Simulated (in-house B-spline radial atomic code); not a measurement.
**Mo⁹⁺: RPA and G0W0 on different mean-field starts**

Question: which mean-field start gives which removal energy for Mo⁹⁺, before and after G0W0?

The numbers are computed with an in-house B-spline radial atomic code, version 1 (RPA, second order, AC-SOSEX and G0W0 (contour deformation) on a scalar-relativistic mean field, all electrons; no spin-orbit coupling, Breit or QED terms, no two-electron picture change), except any that are marked as measured or tabulated.

### 1 The system

| Item | Value |
| --- | --- |
| element | molybdenum (Z = 42) |
| charge | +9 |
| electrons | 33 |
| configuration | [Ar] 3d10 4s2 4p3 |
| Hamiltonian | scalar-relativistic (spin-free one-electron X2C), finite nucleus |
| starts | Hartree-Fock, PBE, ωB97X, BLYP |

The outer shells:

Mo9+
```
[Ar] core
3d [↑↓][↑↓][↑↓][↑↓][↑↓]
4s [↑↓]
4p [↑ ][↑ ][↑ ]
```

### 2 Run with the Hartree-Fock start

The run's settings:

```ini
Z = 42
electrons = 33.0
configuration = [Ar] 3d10 4s2 4p3
hamiltonian = x2c
method = hf
lmax = 9
rms_radius = 4.4091
spin_polarised = True
box_radius = 7.11
intervals = 66
```

The run is started by

```console
python run_gw.py task.json out
```

task.json lists these runs, among others, and the program works through them in turn.

After this run come: Run with the PBE start; Run with the ωB97X start; Run with the BLYP start.

Before running it: what results should come out? Wanted: highest level, mean field; highest level, G0W0; RPA correlation energy; RPA+SOSEX.

**Answer**, as computed:

```
                                       quantity                                                              value
highest level, mean field (range over the runs)                                              -188.16 to -177.84 eV
      highest level, G0W0 (range over the runs)                                              -188.97 to -188.72 eV
                         RPA correlation energy                                           -2.552 to -2.375 hartree
                                      RPA+SOSEX                                         -1.7705 to -1.6497 hartree
    semi-empirical ionisation energy (4p shell)  186.30 ± 1 eV (NIST Atomic Spectra Database, ionization energies)
            G0W0 removal energy less that value                                                  +2.42 to +2.67 eV
```

In words: Across the starts the mean-field level varies by 10.3 eV and the G0W0 level by 0.25 eV (2.5 % as much). On the semilocal starts the correction is downwards, 11 eV, since their self-interaction lifts occupied levels. The RPA energy is largest in size on BLYP and smallest on Hartree-Fock, 6.9 % apart; over the runs it loosely follows the gap of the start, as smaller excitation energies give more correlation. All runs miss the semi-empirical ionisation energy, 186.30 ± 1 eV, by about +2.46 eV (+1.3 %), far more than they differ among themselves. Spin-orbit coupling is left out: in so heavy and highly charged an ion the half-filled shell is really jj-coupled, so the high-spin state computed here is a model and the comparison is rough. Read as a removal energy, the bare PBE level is off by -8.16 eV (-4.4 %) and the nearest bare level, Hartree-Fock's, by +1.86 eV.
